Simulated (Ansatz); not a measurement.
# CsHS: the cost of one run

All numbers below are computed with Ansatz 0.2.0 (DFT PBEsol, plane waves, PAW, scalar-relativistic, no spin polarisation).

## 1. The starting structure

The cell holds 24 atoms (Cs8H8S8): a = 8.476 Å, b = 8.476 Å, c = 9.346 Å, α = 90.00°, β = 90.00°, γ = 90.00°.

Structure file:

```xyz
24
Lattice="8.4761 0.0000 0.0000 0.0000 8.4761 0.0000 0.0000 0.0000 9.3461" Properties=species:S:1:pos:R:3 pbc="T T T"
Cs    4.2381    0.0000    2.3365
Cs    0.0000    0.0000    2.4974
Cs    0.0000    0.0000    6.8488
Cs    0.0000    4.2381    2.3365
H     2.0499    0.7296    0.0000
H     3.5084    6.2879    4.6731
H     0.7296    6.4263    0.0000
H     2.1882    3.5084    4.6731
S     6.3683    2.0495    0.0000
S     2.0495    2.1078    0.0000
S     2.1885    2.1302    4.6731
S     6.3459    2.1885    4.6731
Cs    0.0000    4.2381    7.0096
Cs    4.2381    4.2381    7.1704
Cs    4.2381    4.2381    2.1757
Cs    4.2381    0.0000    7.0096
H     6.2879    4.9677    4.6731
H     7.7465    2.0499    0.0000
H     4.9677    2.1882    4.6731
H     6.4263    7.7465    0.0000
S     2.1302    6.2876    4.6731
S     6.2876    6.3459    4.6731
S     6.4266    6.3683    0.0000
S     2.1078    6.4266    0.0000
```

## 2. Run 1

370 steps of 0.75 fs under a Nosé-Hoover thermostat at 700 K.

The input, input.yaml:

```yaml
crystal:
  lattice:
    - [8.476121, 0.0, 0.0]
    - [0.0, 8.476121, 0.0]
    - [0.0, 0.0, 9.346146]
  atoms:
    - { symbol: Cs, position: [0.5, 0.0, 0.25] }
    - { symbol: Cs, position: [0.0, 0.0, 0.2672089] }
    - { symbol: Cs, position: [0.0, 0.0, 0.7327911] }
    - { symbol: Cs, position: [0.0, 0.5, 0.25] }
    - { symbol: H, position: [0.2418384, 0.0860789, 0.0] }
    - { symbol: H, position: [0.4139211, 0.7418384, 0.5] }
    - { symbol: H, position: [0.0860789, 0.7581616, 0.0] }
    - { symbol: H, position: [0.2581616, 0.4139211, 0.5] }
    - { symbol: S, position: [0.7513229, 0.2418013, 0.0] }
    - { symbol: S, position: [0.2418013, 0.2486771, 0.0] }
    - { symbol: S, position: [0.2581987, 0.2513229, 0.5] }
    - { symbol: S, position: [0.7486771, 0.2581987, 0.5] }
    - { symbol: Cs, position: [0.0, 0.5, 0.75] }
    - { symbol: Cs, position: [0.5, 0.5, 0.7672089] }
    - { symbol: Cs, position: [0.5, 0.5, 0.2327911] }
    - { symbol: Cs, position: [0.5, 0.0, 0.75] }
    - { symbol: H, position: [0.7418384, 0.5860789, 0.5] }
    - { symbol: H, position: [0.9139211, 0.2418384, 0.0] }
    - { symbol: H, position: [0.586079, 0.2581616, 0.5] }
    - { symbol: H, position: [0.7581616, 0.9139211, 0.0] }
    - { symbol: S, position: [0.2513229, 0.7418013, 0.5] }
    - { symbol: S, position: [0.7418013, 0.7486771, 0.5] }
    - { symbol: S, position: [0.7581987, 0.7513229, 0.0] }
    - { symbol: S, position: [0.2486771, 0.7581987, 0.0] }
basis:
  ecutwfc: 420.0
kpoints:
  mp_grid: { grid: [1, 1, 1] }
hamiltonian:
  xc: pbesol
scf:
  occupations: { method: fermi_dirac, width: 0.05 }
  lower_state_search: "off"
md:
  timestep: 0.75
  n_steps: 370
  ensemble: nvt_nose_hoover
  temperature: 700.0
  initial_velocities: maxwell_boltzmann
  seed: 192019
  nose_hoover: { tau: 100.0, chain_length: 1 }
```

On the command line:

```
ansatz run input.yaml --threads 1 --pin off --max-ram 3072MiB --backend cpu --events-out ev --progress --plain --runs-dir out
```

**Question.** How long does this run take on 1 thread of AMD EPYC 7R13 (Zen 3), shared host, and how much memory does it need?

About 13 min, with a peak of 0.66 GiB.
